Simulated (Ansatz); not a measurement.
I need a rigid torsion scan of CH5Cl2NSi, SMILES N[SiH](Cl)CCl. Use Ansatz 0.2.0, Python API. Use (for the species named): r2scan0, 6-31G* basis, multiplicity 1.

```yaml
atoms:
  - { symbol: N, position_ang: [-1.2805, 0.4870, 0.8877] }
  - { symbol: Si, position_ang: [-0.4621, -0.1483, -0.4239] }
  - { symbol: Cl, position_ang: [-0.4396, 1.2714, -1.9138] }
  - { symbol: C, position_ang: [1.3097, -0.7082, 0.0064] }
  - { symbol: Cl, position_ang: [2.1803, 0.5978, 0.7245] }
  - { symbol: H, position_ang: [-0.8067, 1.3494, 1.2251] }
  - { symbol: H, position_ang: [-2.1705, 0.9186, 0.5140] }
  - { symbol: H, position_ang: [-1.2521, -1.2347, -0.9499] }
  - { symbol: H, position_ang: [1.7908, -1.0490, -0.8263] }
  - { symbol: H, position_ang: [1.2138, -1.5354, 0.7593] }
```

`ch5cl2nsi.py`
```python
'''Rigid torsion scan of CH5Cl2NSi.'''

from dataclasses import dataclass

import ansatz as az
from ase import Atoms


@dataclass
class Settings:
    basis: str = '6-31G*'
    functional: str = 'R2SCAN0'
    fmax: float = 0.02


opts = Settings()

atoms = Atoms(['N', 'Si', 'Cl', 'C', 'Cl', 'H', 'H', 'H', 'H', 'H'], positions=[
    (-1.2805, 0.487, 0.8877),
    (-0.4621, -0.1483, -0.4239),
    (-0.4396, 1.2714, -1.9138),
    (1.3097, -0.7082, 0.0064),
    (2.1803, 0.5978, 0.7245),
    (-0.8067, 1.3494, 1.2251),
    (-2.1705, 0.9186, 0.514),
    (-1.2521, -1.2347, -0.9499),
    (1.7908, -1.049, -0.8263),
    (1.2138, -1.5354, 0.7593),
])

# relax first, so that the scan starts from a minimum
first = (
    az.Crystal.molecule_from_ase(atoms).calculation()
    .basis(gaussian=opts.basis)
    .functional(opts.functional)
    .relax(force_tolerance=opts.fmax, max_steps=80)
)
atoms.positions = first.run(threads=1).report['positions_ang']

start = atoms.get_dihedral(0, 1, 3, 4)
energies = {}
for turn in range(0, 360, 30):
    turned = atoms.copy()
    turned.set_dihedral(0, 1, 3, 4, start + turn, indices=[3, 4, 8, 9])
    calculation = (
        az.Crystal.molecule_from_ase(turned).calculation()
        .basis(gaussian=opts.basis)
        .functional(opts.functional)
    )
    energies[round((start + turn) % 360)] = calculation.run(threads=1).report['free_energy_ev']
floor = min(energies.values())
print('dihedral N0-Si1-C3-Cl4 (deg)   E - E(min) (kcal/mol)')
for angle, e in sorted(energies.items()):
    print(f'{angle:8d} {23.060548 * (e - floor):14.3f}  ' + '#' * int(30 * (e - floor) / max(max(energies.values()) - floor, 1e-9)))
```

```console
$ python ch5cl2nsi.py
dihedral N0-Si1-C3-Cl4 (deg)   E - E(min) (kcal/mol)
      11          2.767  ################
      41          1.679  #########
      71          0.990  #####
     101          2.189  ############
     131          2.807  ################
     161          1.874  ###########
     191          2.296  #############
     221          5.048  #############################
     251          5.077  ##############################
     281          1.742  ##########
     311          0.000
     341          1.428  ########
```

The scan is rigid and the energies are electronic, in a modest basis. With rigid groups the curve can differ much from the relaxed path, the start wasn't checked as a minimum of this torsion, and equivalent turns needn't return to the same energy. Timing: 2.8 min on 1 thread of Arm Neoverse V2, with other jobs on the host, peak memory 0.32 GiB.
